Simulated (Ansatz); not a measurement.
# CH4AlFSi: a ladder of functionals and wavefunction methods

How much do the methods differ for CH4AlFSi? The plan is to run it at one geometry with functionals of several rungs and with coupled cluster, and see how far each lands from CCSD(T) at the basis-set limit for the atomisation energy.

Method: functionals in def2-TZVPP, the program's frozen cores in correlated methods; program: Ansatz 0.2.0, Gaussian basis.

Plan: LDA (SPW92), PBE-D4, revPBE-D4, BLYP-D4, r2SCAN-D4, B97M-V, PBE0-D4, B3LYP-D4, r2SCANh-D4, r2SCAN0-D4, HSE06-D4, BHLYP-D4, CAM-B3LYP-D4, LC-ωPBE, ωB97X-V, ωB97M-V, B2PLYP, PBE-QIDH; CCSD(T)/def2-SVP; CCSD(T)/def2-TZVPP; MP2/def2-QZVPP; extrapolation to the limit; RPA on PBE.

**1. Structure used throughout**

The geometry comes from an earlier relaxation with PBE0-D4 in a triple-zeta def2 set; it is a stationary point, not always the lowest conformer.

SMILES `F[SiH]1[CH2][AlH]1`, 8 atoms, charge 0, spin multiplicity 1.

Atoms are counted from 1 here; the program's logs count them from 0.

Bond lengths: F1–Si2 1.606 Å, Si2–C3 1.868 Å, Si2–Al4 2.321 Å, Si2–H5 1.487 Å, C3–Al4 1.972 Å, C3–H6 1.110 Å, C3–H7 1.088 Å, Al4–H8 1.583 Å. Angles: F1–Si2–C3 119.9°, F1–Si2–Al4 135.0°, F1–Si2–H5 106.8°, C3–Si2–Al4 54.9°, C3–Si2–H5 111.0°, Al4–Si2–H5 116.5°, Si2–C3–Al4 74.3°, Si2–C3–H6 109.6°, Si2–C3–H7 125.4°, Al4–C3–H6 92.6°, Al4–C3–H7 140.1°, H6–C3–H7 108.5°, Si2–Al4–C3 50.8°, Si2–Al4–H8 170.6°, C3–Al4–H8 138.3°.

Coordinates:

```xyz
8
charge 0, multiplicity 1
F    -2.04221    0.96028    1.03236
Si   -0.50207    0.52933    0.88085
C     0.23387    0.28699   -0.81921
Al    0.60322   -1.38156    0.16421
H     0.29656    1.50042    1.67408
H    -0.50977   -0.20676   -1.47893
H     0.75396    1.04942   -1.39630
H     1.25875   -2.79524   -0.11296
```

**2. LDA**

This LDA is Slater exchange with PW92 correlation.

Input file in.yaml:

```yaml
crystal:
  periodic: [false, false, false]
  atoms:
    - {symbol: F, position_ang: [-2.042212, 0.960281, 1.032356]}
    - {symbol: Si, position_ang: [-0.502072, 0.529335, 0.880853]}
    - {symbol: C, position_ang: [0.233868, 0.286993, -0.819212]}
    - {symbol: Al, position_ang: [0.603216, -1.381556, 0.164207]}
    - {symbol: H, position_ang: [0.296561, 1.500425, 1.674081]}
    - {symbol: H, position_ang: [-0.509773, -0.206764, -1.478929]}
    - {symbol: H, position_ang: [0.753963, 1.049424, -1.396298]}
    - {symbol: H, position_ang: [1.258751, -2.795238, -0.112957]}
basis:
  gaussian: {orbitals: def2-TZVPP}
hamiltonian: {xc: lda}
output: {orbitals: {seedname: orbitals}}
```

Command:

```bash
$ ansatz run in.yaml --threads 2 --pin off --events-out ev --progress --plain --max-ram 4352MiB
```

Further steps of the session: PBE-D4 (GGA); revPBE-D4 (GGA); BLYP-D4 (GGA); r2SCAN-D4 (meta-GGA); B97M-V (meta-GGA); PBE0-D4 (hybrid); B3LYP-D4 (hybrid); r2SCANh-D4 (hybrid); r2SCAN0-D4 (hybrid); HSE06-D4 (hybrid); BHLYP-D4 (hybrid); CAM-B3LYP-D4 (range-separated); LC-ωPBE (range-separated); ωB97X-V (range-separated); ωB97M-V (range-separated); B2PLYP (double hybrid); PBE-QIDH (double hybrid); CCSD(T) in def2-SVP; CCSD(T) in def2-TZVPP; MP2 in def2-QZVPP; RPA on PBE orbitals.

Q: Predict the results of all the runs planned. Wanted: atomisation energy, CCSD(T)/CBS; farthest beyond LDA; mean size of error, GGA; mean size of error, meta-GGA; mean size of error, hybrid; mean size of error, range-separated; mean size of error, double hybrid; gap, smallest and largest; T1 diagnostic.

As calculated:

```
                               quantity                                                  value
        atomisation energy, CCSD(T)/CBS                                              27.346 eV
    functionals within 0.137 eV (0.5 %)  r2SCAN-D4, r2SCANh-D4, CAM-B3LYP-D4, ωB97X-V, ωB97M-V
                    farthest beyond LDA                                   BHLYP-D4 (-0.914 eV)
                mean size of error, GGA                                               0.342 eV
           mean size of error, meta-GGA                                               0.220 eV
             mean size of error, hybrid                                               0.325 eV
    mean size of error, range-separated                                               0.083 eV
      mean size of error, double hybrid                                               0.371 eV
              gap, smallest and largest               2.44 eV (LDA (SPW92)), 8.82 eV (LC-ωPBE)
                          T1 diagnostic                                                 0.0129
triples share of the correlation energy                                                  3.6 %
```

**Reading.** The LDA atomisation energy is off by 3.648 eV (13 %): it overbinds. PBE-D4 is off by +0.209 eV. Double hybrids carry the basis error of their MP2 part in triple zeta, and no dispersion term here, so their miss is partly the set-up's. By mean error the best rung here is range-separated (0.083 eV) and the worst beyond LDA is double hybrid (0.371 eV). The reference freezes the cores and leaves out relativity and excitations past (T), so misses under about 0.137 eV can't be ranked. Hartree-Fock recovers 73 % of the binding; the rest is correlation. CCSD(T) in def2-SVP is off by -2.061 eV, more than most functionals: a good method in a small basis is no reference. The gap grows from 2.4 to 8.8 eV across the functionals, mostly with the share of exact exchange.
